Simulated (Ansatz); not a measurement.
# C3H5BrSi: a ladder of functionals and wavefunction methods

An exercise on one series of results from a longer session: the logs are not shown, and one member is left open.

Method: functionals in def2-TZVPP, the program's frozen cores in correlated methods; program: Ansatz 0.2.0, Gaussian basis.

Plan: PBE-D4, r2SCAN-D4, PBE0-D4, B3LYP-D4, ωB97X-V, ωB97M-V, B2PLYP; CCSD(T)/def2-TZVPP; MP2/def2-QZVPP; extrapolation to the limit.

## The relaxed structure

The geometry comes from an earlier relaxation with PBE0-D4 in a triple-zeta def2 set; it is a stationary point, not always the lowest conformer.

SMILES `[SiH3]C1=C(Br)C1`, 10 atoms, charge 0, spin multiplicity 1.

Atoms are counted from 1 here; the program's logs count them from 0.

Bond lengths: Si1–C2 1.833 Å, Si1–H6 1.485 Å, Si1–H7 1.484 Å, Si1–H8 1.485 Å, C2–C3 1.294 Å, C2–C5 1.546 Å, C3–Br4 1.837 Å, C3–C5 1.463 Å, C5–H9 1.090 Å, C5–H10 1.090 Å. Angles: C2–Si1–H6 109.2°, C2–Si1–H7 109.9°, C2–Si1–H8 109.1°, H6–Si1–H7 109.9°, H6–Si1–H8 108.8°, H7–Si1–H8 109.9°, Si1–C2–C3 154.1°, Si1–C2–C5 144.6°, C3–C2–C5 61.3°, C2–C3–Br4 147.1°, C2–C3–C5 67.9°, Br4–C3–C5 145.0°, C2–C5–C3 50.8°, C2–C5–H9 118.7°, C2–C5–H10 118.8°, C3–C5–H9 119.8°, C3–C5–H10 119.8°, H9–C5–H10 114.4°.

Geometry (Å):

```mol
C3H5BrSi
  3D, bonds by distance, orders not assigned

 10 10  0  0  0  0  0  0  0  0999 V2000
   -1.6043   -0.5499    0.2135 Si  0  0
    0.0997    0.0344   -0.1268 C   0  0
    1.0683    0.4123   -0.8965 C   0  0
    1.6382    0.7345   -2.6133 Br  0  0
    1.4504    0.4263    0.5160 C   0  0
   -2.2951    0.4394    1.0798 H   0  0
   -2.3467   -0.7111   -1.0610 H   0  0
   -1.5397   -1.8495    0.9298 H   0  0
    2.0903   -0.3617    0.9123 H   0  0
    1.5220    1.3741    1.0490 H   0  0
  1  2  8  0
  2  3  8  0
  3  4  8  0
  3  5  8  0
  1  6  8  0
  1  7  8  0
  1  8  8  0
  5  9  8  0
  5 10  8  0
  2  5  8  0
M  END
```

The first run:

File in.yaml:

```yaml
crystal:
  periodic: [false, false, false]
  atoms:
    - {symbol: Si, position_ang: [-1.604326, -0.549876, 0.213478]}
    - {symbol: C, position_ang: [0.099733, 0.034438, -0.126780]}
    - {symbol: C, position_ang: [1.068335, 0.412271, -0.896458]}
    - {symbol: Br, position_ang: [1.638214, 0.734498, -2.613311]}
    - {symbol: C, position_ang: [1.450439, 0.426288, 0.515953]}
    - {symbol: H, position_ang: [-2.295144, 0.439382, 1.079831]}
    - {symbol: H, position_ang: [-2.346724, -0.711085, -1.060973]}
    - {symbol: H, position_ang: [-1.539668, -1.849481, 0.929775]}
    - {symbol: H, position_ang: [2.090343, -0.361733, 0.912327]}
    - {symbol: H, position_ang: [1.521998, 1.374097, 1.048959]}
basis:
  gaussian: {orbitals: def2-TZVPP}
hamiltonian: {xc: pbe, dispersion: d4}
output: {forces: true, orbitals: {seedname: orbitals}}
```

Command:

```console
$ ansatz run in.yaml --threads 4 --pin off --events-out ev --progress --plain --max-ram 10444MiB
```

Steps of the session up to this table: PBE-D4 (GGA); r2SCAN-D4 (meta-GGA); PBE0-D4 (hybrid); B3LYP-D4 (hybrid); ωB97X-V (range-separated); ωB97M-V (range-separated); B2PLYP (double hybrid); CCSD(T) in def2-TZVPP; MP2 in def2-QZVPP.

One table of the session follows, with a row left open; its other results are not shown here.

```
            method  atomisation energy (kcal/mol)
            PBE-D4                          891.1
         r2SCAN-D4                          872.1
           PBE0-D4                          875.1
          B3LYP-D4                          865.1
           ωB97X-V                          868.9
           ωB97M-V                          866.8
            B2PLYP                          856.7
     HF/def2-TZVPP                          624.2
    MP2/def2-TZVPP                          862.1
   CCSD/def2-TZVPP                          826.6
CCSD(T)/def2-TZVPP                          842.8
           MP2/CBS                          884.9
       CCSD(T)/CBS                              ?
```

**Question.** Estimate the row for CCSD(T)/CBS.

The run gave: atomisation energy (kcal/mol): 865.7. In the column «atomisation energy (kcal/mol)» it lies between B3LYP-D4 (865.1) and ωB97M-V (866.8).
